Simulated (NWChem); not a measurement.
**One shape, several levels: C2H5ClSi (SMILES CC[Si]Cl)**

Aim: a comparison of 6 runs (HF/STO-3G, HF/3-21G, B3LYP/6-31G*, MP2/6-31G, MP2/def2-SVP) of C2H5ClSi. 

The results are computed with NWChem 7.3.0.

### Step 1. The structure to begin with

C2H5ClSi: 9 atoms, total charge 0, spin state singlet. As SMILES, `CC[Si]Cl`. Geometry: relaxed at PBE0-D4/def2-TZVP. This is one conformer, not always the lowest.

Bond lengths: C1–C2 1.519 Å, C2–Si3 1.893 Å, Si3–Cl4 2.091 Å, C1–H5 1.093 Å, C1–H6 1.092 Å, C1–H7 1.092 Å, C2–H8 1.103 Å, C2–H9 1.103 Å. Some angles: C1–C2–Si3 123.2°, C2–Si3–Cl4 101.5°, C1–C2–H8 111.3°, C1–C2–H9 111.3°, Si3–C2–H8 103.0°, Si3–C2–H9 103.0°, C2–C1–H5 111.6°, C2–C1–H6 111.2°, C2–C1–H7 111.2°, H8–C2–H9 102.8°.

### Step 2. Energy and forces at HF/STO-3G (run 1)

Input file sp.nw:

```
start sp
title "C2H5ClSi hf"
memory 2200 mb
geometry units angstrom noautosym nocenter noautoz
C      0.398100     0.855400     0.105100
C     -0.690000    -0.132700    -0.277200
Si    -0.498700    -2.006500    -0.090400
Cl     1.433100    -2.152000     0.697200
H      0.088200     1.886900    -0.081300
H      1.313900     0.673400    -0.460500
H      0.656900     0.769200     1.162000
H     -1.629400     0.076600     0.262300
H     -0.983700    -0.016800    -1.334300
end
basis spherical bse
C library STO-3G
Si library STO-3G
Cl library STO-3G
H library STO-3G
end
scf
thresh 1e-08
maxiter 80
print medium
end
task scf gradient
```

Started as:

```sh
$ nwchem sp.nw > sp.out
```

Log:

```text
[...]
  functions       =    33
[...]
  wavefunction    = RHF
[...]
         Total SCF energy =   -817.933367551353
      One-electron energy =  -1521.509645480908
      Two-electron energy =    508.900501923555
 Nuclear repulsion energy =    194.675776006000
        Time for solution =      2.6s
[...]
                         RHF ENERGY GRADIENTS
    atom               coordinates                        gradient
                 x          y          z           x          y          z
   1 C       0.752300   1.616472   0.198610   -0.014620  -0.011373  -0.005128
   2 C      -1.303911  -0.250767  -0.523832    0.030468   0.014644   0.011390
   3 Si     -0.942406  -3.791735  -0.170831    0.011888   0.002603   0.004634
   4 Cl      2.708166  -4.066690   1.317517   -0.012651  -0.001882  -0.004992
   5 H       0.166674   3.565724  -0.153635   -0.000859   0.005105  -0.000657
   6 H       2.482911   1.272541  -0.870219    0.004363  -0.001156  -0.001474
   7 H       1.241361   1.453577   2.195862    0.002048  -0.000804   0.004087
   8 H      -3.079120   0.144753   0.495675   -0.013018  -0.003170   0.002696
   9 H      -1.858923  -0.031747  -2.521461   -0.007619  -0.003967  -0.010556
[...]
```

Wall time 4.2 s (1 thread of Intel Xeon Platinum 8259CL at 2.50GHz (Skylake/Cascade Lake), shared host); peak memory 0.1 GiB.

### Step 3. Energy and forces at HF/3-21G (run 2)

Input file work.nw:

```
echo
START work
TITLE "C2H5ClSi gradient"
memory 2200 mb
GEOMETRY noautosym nocenter noautoz
 C      0.398100     0.855400     0.105100
 C     -0.690000    -0.132700    -0.277200
 Si    -0.498700    -2.006500    -0.090400
 Cl     1.433100    -2.152000     0.697200
 H      0.088200     1.886900    -0.081300
 H      1.313900     0.673400    -0.460500
 H      0.656900     0.769200     1.162000
 H     -1.629400     0.076600     0.262300
 H     -0.983700    -0.016800    -1.334300
END
BASIS "ao basis" spherical bse
 C library 3-21G
 Si library 3-21G
 Cl library 3-21G
 H library 3-21G
END
SCF
 thresh 1e-08
 maxiter 80
 print low
END
TASK scf gradient
```

Started as:

```sh
$ nwchem work.nw > work.out
```

Log:

```text
[...]
  functions       =    54
[...]
  wavefunction    = RHF
[...]
         Total SCF energy =   -822.927154444941
      One-electron energy =  -1523.885258149551
      Two-electron energy =    506.282327698610
 Nuclear repulsion energy =    194.675776006000
        Time for solution =      3.0s
[...]
                         RHF ENERGY GRADIENTS
    atom               coordinates                        gradient
                 x          y          z           x          y          z
   1 C       0.752300   1.616472   0.198610   -0.013432  -0.009598  -0.004776
   2 C      -1.303911  -0.250767  -0.523832    0.020639  -0.006328   0.008648
   3 Si     -0.942406  -3.791735  -0.170831    0.038300   0.011095   0.014791
   4 Cl      2.708166  -4.066690   1.317517   -0.043451   0.004740  -0.017801
   5 H       0.166674   3.565724  -0.153635   -0.000487   0.006225  -0.000571
   6 H       2.482911   1.272541  -0.870219    0.005025  -0.001184  -0.002727
   7 H       1.241361   1.453577   2.195862    0.001659  -0.000680   0.005467
   8 H      -3.079120   0.144753   0.495675   -0.005464  -0.001934   0.001752
   9 H      -1.858923  -0.031747  -2.521461   -0.002789  -0.002335  -0.004783
 Task  times  cpu:        4.1s     wall:        4.1s
[...]
```

It took 4.8 s on 1 thread of Intel Xeon Platinum 8259CL at 2.50GHz (Skylake/Cascade Lake), shared host; peak memory 0.098 GiB.

### Step 4. Energy and gradient at B3LYP/6-31G(d) (spherical functions) (run 3)

Input file a.nw:

```
START a
memory stack 880 mb heap 220 mb global 1100 mb

GEOMETRY noautosym nocenter noautoz
C      0.398100     0.855400     0.105100
C     -0.690000    -0.132700    -0.277200
Si    -0.498700    -2.006500    -0.090400
Cl     1.433100    -2.152000     0.697200
H      0.088200     1.886900    -0.081300
H      1.313900     0.673400    -0.460500
H      0.656900     0.769200     1.162000
H     -1.629400     0.076600     0.262300
H     -0.983700    -0.016800    -1.334300
END

BASIS spherical bse
* library 6-31G*
END

DFT
xc b3lyp
mult 1
grid xfine
convergence energy 1e-08
iterations 100
mulliken
noprint "final vectors analysis"
END

TASK dft gradient
```

Started as:

```sh
$ nwchem a.nw > a.out
```

Log:

```text
[...]
          Wavefunction type:  closed shell.
          No. of atoms     :     9
          No. of electrons :    48
[...]
          Charge           :     0
          Spin multiplicity:     1
[...]
          AO basis - number of functions:    74
[...]
              XC Information
              --------------
                         B3LYP Method XC Potential
                     Hartree-Fock (Exact) Exchange  0.200
                        Slater Exchange Functional  0.800 local
                    Becke 1988 Exchange Functional  0.720 non-local
              Lee-Yang-Parr Correlation Functional  0.810
                  VWN I RPA Correlation Functional  0.190 local
[...]
 d= 0,ls=0.0,diis     1   -828.8697794586 -1.02D+03  1.28D-02  3.39D-01     5.4
[...]
 d= 0,ls=0.0,diis     8   -828.9145370854 -1.54D-09  5.71D-06  2.51D-07    37.3
         Total DFT energy =     -828.914537085442
      One electron energy =    -1529.657401156123
           Coulomb energy =      568.021963736674
    Exchange-Corr. energy =      -61.954875671992
 Nuclear repulsion energy =      194.675776006000
[...]
      Total Density - Mulliken Population Analysis
     ---------------------------------------------
    Atom       Charge   Shell Charges
 -----------   ------   -------------------------------------------------------
    1 C    6     6.42   2.00  0.67  2.13  0.62  0.98  0.04
    2 C    6     6.52   2.00  0.67  2.10  0.64  1.09  0.03
    3 Si  14    13.58   2.00  2.00  5.96  1.24  1.36  0.62  0.28  0.12
    4 Cl  17    17.28   2.00  2.00  5.97  1.41  3.63  0.55  1.70  0.02
    5 H    1     0.85   0.53  0.33
    6 H    1     0.84   0.53  0.31
    7 H    1     0.84   0.53  0.31
    8 H    1     0.83   0.52  0.32
    9 H    1     0.83   0.52  0.32
[...]
  wavefunction    = closed shell
                         DFT ENERGY GRADIENTS
    atom               coordinates                        gradient
                 x          y          z           x          y          z
   1 C       0.752300   1.616472   0.198610   -0.002963  -0.003171  -0.000924
   2 C      -1.303911  -0.250767  -0.523832    0.004908  -0.000179   0.001930
   3 Si     -0.942406  -3.791735  -0.170831    0.007675   0.006270   0.002727
   4 Cl      2.708166  -4.066690   1.317517   -0.009638   0.002256  -0.004020
   5 H       0.166674   3.565724  -0.153635    0.000580  -0.002381   0.000370
   6 H       2.482911   1.272541  -0.870219   -0.001901  -0.000109   0.001128
   7 H       1.241361   1.453577   2.195862   -0.000604  -0.000286  -0.002192
   8 H      -3.079120   0.144753   0.495675    0.001522  -0.001276  -0.000911
   9 H      -1.858923  -0.031747  -2.521461    0.000420  -0.001126   0.001891
[...]
```

Run time: 50 s. Hardware: 1 thread of Intel Xeon Platinum 8259CL at 2.50GHz (Skylake/Cascade Lake), shared host; peak memory 0.14 GiB.

Runs 4 to 5 aren't shown in full; the table further down has their settings and results.

### Step 5. Energy and forces at MP2/def2-SVP (run 6)

Input file c2h5clsi.xyz:

```xyz
9
C2H5ClSi
C      0.398100     0.855400     0.105100
C     -0.690000    -0.132700    -0.277200
Si    -0.498700    -2.006500    -0.090400
Cl     1.433100    -2.152000     0.697200
H      0.088200     1.886900    -0.081300
H      1.313900     0.673400    -0.460500
H      0.656900     0.769200     1.162000
H     -1.629400     0.076600     0.262300
H     -0.983700    -0.016800    -1.334300
```

Input file c2h5clsi.nw:

```
start c2h5clsi
title "C2H5ClSi"
memory stack 880 mb heap 220 mb global 1100 mb
geometry units angstroms noautosym nocenter noautoz
load c2h5clsi.xyz
end
basis "ao basis" spherical bse
* library def2-SVP
end
scf
thresh 1e-08
maxiter 80
end
mp2
freeze core 12
tight
end
task mp2 gradient
```

Started as:

```sh
$ nwchem c2h5clsi.nw > c2h5clsi.out
```

Log:

```text
[...]
  functions       =    89
[...]
  wavefunction    = RHF
[...]
         Total SCF energy =   -826.792764832354
      One-electron energy =  -1528.657164152817
      Two-electron energy =    507.188623314462
 Nuclear repulsion energy =    194.675776006000
        Time for solution =     16.1s
[...]
          Total MP2 energy          -827.292891324734
[...]
                         mp2 ENERGY GRADIENTS
    atom               coordinates                        gradient
                 x          y          z           x          y          z
   1 C       0.752300   1.616472   0.198610    0.000517   0.000847   0.000256
   2 C      -1.303911  -0.250767  -0.523832   -0.000066  -0.000737  -0.000054
   3 Si     -0.942406  -3.791735  -0.170831   -0.000064   0.004451  -0.000287
   4 Cl      2.708166  -4.066690   1.317517   -0.000848  -0.000346  -0.000323
   5 H       0.166674   3.565724  -0.153635    0.001496  -0.004218   0.000848
   6 H       2.482911   1.272541  -0.870219   -0.003976   0.001057   0.002463
   7 H       1.241361   1.453577   2.195862   -0.001127   0.000652  -0.004707
   8 H      -3.079120   0.144753   0.495675    0.003237  -0.001024  -0.002115
   9 H      -1.858923  -0.031747  -2.521461    0.000830  -0.000683   0.003918
[...]
```

Wall time 43 s (1 thread of Intel Xeon Platinum 8259CL at 2.50GHz (Skylake/Cascade Lake), shared host); peak memory 0.26 GiB.

### Step 6. All runs side by side

```
run                               level  iteration cap  module  energy (Eh)  dipole moment (D)  HOMO energy (eV)  LUMO energy (eV)  wall time
  1                           HF/STO-3G             80     scf  -817.933368               3.12             -6.98              5.08      4.2 s
  2                            HF/3-21G             80     scf  -822.927154                  –                 –                 –      4.8 s
  3  B3LYP/6-31G* (spherical functions)            100     dft  -828.914537               2.15                 –                 –       50 s
  4  B3LYP/6-31G* (Cartesian functions)            100     dft  -828.921047               2.14             -6.31             -2.52       50 s
  5                           MP2/6-31G             80     mp2  -827.233049               2.72             -9.20              0.46       31 s
  6                        MP2/def2-SVP             80     mp2  -827.292891               1.66             -8.98              0.96       43 s
```

### Step 7. Outcome

| quantity | value |
| --- | --- |
| run 6: total energy | -827.29289 Eh |
| run 6: dipole moment (of the density that the program reports) | 1.66 D |
| run 6: HOMO energy (Hartree–Fock orbitals) | -8.98 eV |
| run 6: LUMO energy (Hartree–Fock orbitals) | 0.96 eV |
| run 6: HOMO–LUMO gap (Hartree–Fock orbitals) | 9.94 eV |
| run 6: correlation energy (12 core orbitals frozen) | -500.1 mEh |
| run 6: largest force on an atom | 0.251 eV/Å |

Over runs 1, 3, 4, 5, 6 the dipole moment (its size) runs from 1.66 D (MP2/def2-SVP) to 3.12 D (HF/STO-3G). The two ends differ in method and basis. In run 1 the basis is minimal, so the values are rough. All runs together took 3 min, the longest 50 s.
